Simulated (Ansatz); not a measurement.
**CH₈ClNSi₂: a ladder of functionals and wavefunction methods**

The task here is to estimate one member of a computed series from the others.

Method: functionals in def2-TZVPP, the program's frozen cores in correlated methods; program: Ansatz 0.2.0, Gaussian basis.

Levels to be run: LDA (SPW92), PBE-D4, revPBE-D4, BLYP-D4, r2SCAN-D4, B97M-V, PBE0-D4, B3LYP-D4, r2SCANh-D4, r2SCAN0-D4, HSE06-D4, BHLYP-D4, CAM-B3LYP-D4, LC-ωPBE, ωB97X-V, ωB97M-V, B2PLYP, PBE-QIDH; CCSD(T)/def2-SVP; CCSD(T)/def2-TZVPP; MP2/def2-QZVPP; extrapolation to the limit; RPA on PBE.

## Structure used throughout

An earlier PBE0-D4 in a triple-zeta def2 set relaxation fixed the geometry.

SMILES `NC[SiH2][SiH2]Cl`, 13 atoms, charge 0, spin multiplicity 1.

Atoms are counted from 1 here; the program's logs count them from 0.

Bond lengths: N1–C2 1.458 Å, N1–H6 1.013 Å, N1–H7 1.012 Å, C2–Si3 1.887 Å, C2–H8 1.095 Å, C2–H9 1.101 Å, Si3–Si4 2.340 Å, Si3–H10 1.491 Å, Si3–H11 1.488 Å, Si4–Cl5 2.071 Å, Si4–H12 1.485 Å, Si4–H13 1.486 Å. Angles: C2–N1–H6 111.1°, C2–N1–H7 110.8°, H6–N1–H7 107.0°, N1–C2–Si3 110.0°, N1–C2–H8 108.8°, N1–C2–H9 115.1°, Si3–C2–H8 106.9°, Si3–C2–H9 109.2°, H8–C2–H9 106.4°, C2–Si3–Si4 110.3°, C2–Si3–H10 109.5°, C2–Si3–H11 111.3°, Si4–Si3–H10 108.0°, Si4–Si3–H11 109.2°, H10–Si3–H11 108.5°, Si3–Si4–Cl5 108.3°, Si3–Si4–H12 112.8°, Si3–Si4–H13 112.5° and more.

Coordinates:

```mol
CH8ClNSi2
  3D, bonds by distance, orders not assigned

 13 12  0  0  0  0  0  0  0  0999 V2000
   -0.1618    2.0967    1.2365 N   0  0
   -0.6234    0.9629    0.4446 C   0  0
    0.7218   -0.3571    0.3605 Si  0  0
    0.0965   -2.0611   -1.1168 Si  0  0
   -0.3472   -1.2033   -2.9490 Cl  0  0
   -0.8863    2.7987    1.3250 H   0  0
    0.6323    2.5439    0.7965 H   0  0
   -1.4852    0.5089    0.9455 H   0  0
   -0.9528    1.2091   -0.5767 H   0  0
    1.9854    0.2503   -0.1470 H   0  0
    0.9871   -0.9442    1.7023 H   0  0
    1.1765   -3.0564   -1.3393 H   0  0
   -1.1226   -2.7831   -0.6673 H   0  0
  1  2  8  0
  2  3  8  0
  3  4  8  0
  4  5  8  0
  1  6  8  0
  1  7  8  0
  2  8  8  0
  2  9  8  0
  3 10  8  0
  3 11  8  0
  4 12  8  0
  4 13  8  0
M  END
```

Set-up of the first run:

in.yaml

```yaml
crystal:
  periodic: [false, false, false]
  atoms:
    - {symbol: N, position_ang: [-0.161794, 2.096741, 1.236541]}
    - {symbol: C, position_ang: [-0.623412, 0.962852, 0.444566]}
    - {symbol: Si, position_ang: [0.721835, -0.357073, 0.360516]}
    - {symbol: Si, position_ang: [0.096475, -2.061136, -1.116842]}
    - {symbol: Cl, position_ang: [-0.347218, -1.203284, -2.948981]}
    - {symbol: H, position_ang: [-0.886297, 2.798703, 1.324988]}
    - {symbol: H, position_ang: [0.632309, 2.543868, 0.796485]}
    - {symbol: H, position_ang: [-1.485226, 0.508913, 0.945533]}
    - {symbol: H, position_ang: [-0.952772, 1.209110, -0.576677]}
    - {symbol: H, position_ang: [1.985434, 0.250306, -0.146965]}
    - {symbol: H, position_ang: [0.987105, -0.944240, 1.702256]}
    - {symbol: H, position_ang: [1.176457, -3.056418, -1.339308]}
    - {symbol: H, position_ang: [-1.122596, -2.783141, -0.667311]}
basis:
  gaussian: {orbitals: def2-TZVPP}
hamiltonian: {xc: lda}
output: {orbitals: {seedname: orbitals}}
```

Steps of the session up to this table: LDA; PBE-D4 (GGA); revPBE-D4 (GGA); BLYP-D4 (GGA); r2SCAN-D4 (meta-GGA); B97M-V (meta-GGA); PBE0-D4 (hybrid); B3LYP-D4 (hybrid); r2SCANh-D4 (hybrid); r2SCAN0-D4 (hybrid); HSE06-D4 (hybrid); BHLYP-D4 (hybrid); CAM-B3LYP-D4 (range-separated); LC-ωPBE (range-separated); ωB97X-V (range-separated); ωB97M-V (range-separated); B2PLYP (double hybrid); PBE-QIDH (double hybrid).

One table of the session follows, with a row left open; its other results are not shown here.

It belongs to the step «Frontier levels by functional». 

```
  functional  HOMO (eV)  gap (eV)
 LDA (SPW92)      -5.71      4.16
      PBE-D4      -5.60      4.30
   revPBE-D4      -5.56      4.35
     BLYP-D4      -5.50      4.37
   r2SCAN-D4      -5.91      4.89
      B97M-V      -6.11      4.95
     PBE0-D4      -7.07      6.61
    B3LYP-D4      -6.83      6.21
  r2SCANh-D4      -6.46      5.73
  r2SCAN0-D4      -7.28      6.99
    HSE06-D4      -6.66      5.83
    BHLYP-D4      -8.44      8.95
CAM-B3LYP-D4      -8.49      9.12
     LC-ωPBE      -9.87     11.61
     ωB97X-V          ?         ?
     ωB97M-V      -9.43     10.77
```

**Question.** Estimate the row for ωB97X-V.

As computed: HOMO (eV): -9.53; gap (eV): 11.14. In the column «HOMO (eV)» it lies between LC-ωPBE (-9.87) and ωB97M-V (-9.43).
